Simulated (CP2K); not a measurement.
Hf2Pd2Se2Br2O3:

```
Hf Pd Se Br O
1.0
     5.75899    0.00000    0.00000
    -2.87949    4.98743    0.00000
     0.00000    0.00000    8.52547
Hf Pd Se Br O
2 2 2 2 3
Direct
  0.33333 0.66667 0.54201
  0.66667 0.33333 0.54201
  0.33333 0.66667 0.12880
  0.66667 0.33333 0.12880
  0.33333 0.66667 0.85572
  0.66667 0.33333 0.85572
  0.00000 0.00000 0.13895
  0.00000 0.00000 0.65384
  0.50000 0.00000 0.42963
  0.00000 0.50000 0.42963
  0.50000 0.50000 0.42963
```

The cell was built by a generator and needn't be a form met in nature.

Base run:

| Property | Result |
| --- | --- |
| Program | CP2K 2026.2 |
| Functional | LDA |
| Potentials or basis | POTENTIAL_UZH Hf GTH-PBE-q12, Pd GTH-PBE-q18, Se GTH-PBE-q6, Br GTH-PBE-q7, O GTH-PBE-q6; TZVP-MOLOPT-PBE-GTH basis |
| Density cutoff | 13606 eV |
| k mesh | 6 × 6 × 3 |
| Occupations | fermi-dirac, width 0.05 eV |
| Spin | no spin polarisation |

Its results: band gap on the k mesh none (metal or under the smearing width); pressure -5.9 GPa; largest force 1.232 eV/Å.

Q: The run is repeated on the same cell with these changes: functional from LDA to RPBE. What comes out?

A: Band gap on the k mesh none (metal or under the smearing width); pressure 1.0 GPa; largest force 0.802 eV/Å.

RPBE binds less tightly than LDA, so the same cell stands under more pressure.

Caveats: the potentials were made for another functional, which shifts forces and pressure; spin-orbit coupling is left out, which moves the levels of the heavy elements; the basis of atomic orbitals isn't converged, which shifts pressures, moduli and gaps.
